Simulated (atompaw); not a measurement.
# Pseudopotential generation for La: PAW (atompaw), PBEsol

Aim: build the potential from the settings below, then test how well it stands in for the atom: scattering, ghost states and the plane-wave cutoff that it needs.

The numbers are computed with atompaw 4.2.0.5 (PBEsol, scalar-relativistic, spin-unpolarised reference atom).

3 further runs of the same task are left out: 2 that didn't finish, 1 set aside as unsound or not needed.

### 1 The atom and the settings

The settings as typed:

| Quantity | Value |
| --- | --- |
| element | lanthanum (La, Z = 57) |
| type | PAW |
| frozen core | [Kr] 4d10 |
| valence charge | 11 |
| reference configuration | 4f0 5s2 5p6 5d1 6s1.75 6p0.25 |
| partial waves | 5s (bound): rc 2.90 bohr; 6s (bound): rc 3.00 bohr; 5p (bound): rc 3.00 bohr; 6p (bound): rc 3.00 bohr; 5d (bound): rc 2.12 bohr; 5d channel at 0.3 Ry: rc 3.00 bohr; 4f (bound, empty): rc 1.30 bohr; 4f channel at 0.65 Ry: rc 1.30 bohr |
| local potential | ultrasoft scheme with l = 4 at -0.5 Ry, radius 2.15 bohr |
| core correction | smooth core density matched at 1.85 bohr |
| augmentation charge | besselshape compensation charge, radius 2.60 bohr; PAW radius 3.00 bohr; waves and projectors: custom polynom vanderbiltortho |

An earlier all-electron run gives the scale for the radii.

All-electron outer shells of the reference configuration (PBEsol, scalar-relativistic, ld1.x):

```tsv
shell	level (eV)	outermost node (bohr)	outermost maximum (bohr)
4p	-200.05	0.34	0.63
4d	-104.06	0.32	0.68
5s	-39.23	0.77	1.41
5p	-22.68	0.83	1.58
4f	-4.67	–	0.75
6s	-3.87	1.86	3.79
5d	-3.33	0.95	2.21
6p	-1.48	2.20	4.93
```

### 2 Generation

La.input

```
La 57
GGA-PBESOL scalarrelativistic loggrid 2001 logderivrange -5 5 251
6 6 5 4 0 0
6 0 1.75
6 1 0.25
5 2 1
4 3 0
0 0 0
c
c
c
c
v
v
c
c
c
v
v
c
c
v
v
3
3.00 2.60 2.15 1.85
n
n
y
0.3
n
y
0.65
n
custom polynom vanderbiltortho besselshape
4 -0.5 ultrasoft
2.90
3.00
3.00
3.00
2.12
3.00
1.30
1.30
PWSCFOUT
UPFDX 0.0125d0 UPFXMIN -7.d0 UPFZMESH 57.d0
END
```

On the command line:

```bash
$ atompaw < La.input > La.log
```

What does the calculation give? Wanted: cutoffs for 10 and 1 mRy, occupied levels; bound ghosts; largest phase difference near zero energy, channels read; lowest eigenvalue of the overlap; share of valence orbitals outside the PAW sphere; UPF file.

As calculated:

| quantity | value |
| --- | --- |
| cutoffs for 10 and 1 mRy, occupied levels | 12 Ry and 15 Ry |
| bound ghosts | none found |
| largest phase difference near zero energy, channels read | 0.018 rad |
| lowest eigenvalue of the overlap (Bessel basis) | 0.533 (d) |
| share of valence orbitals outside the PAW sphere | 5s 1 %, 6s 84 %, 5p 5 %, 6p 95 %, 5d 41 %, 4f 2 % |
| UPF file | written |

**Reading.** By its cutoff, 12 Ry for the looser tolerance, it is soft on the atom at that tolerance. That counts occupied waves only; other projectors can need more. It is free of bound ghosts as far as tested. Near zero energy the phases of the channels with partial waves agree within 0.018 rad.
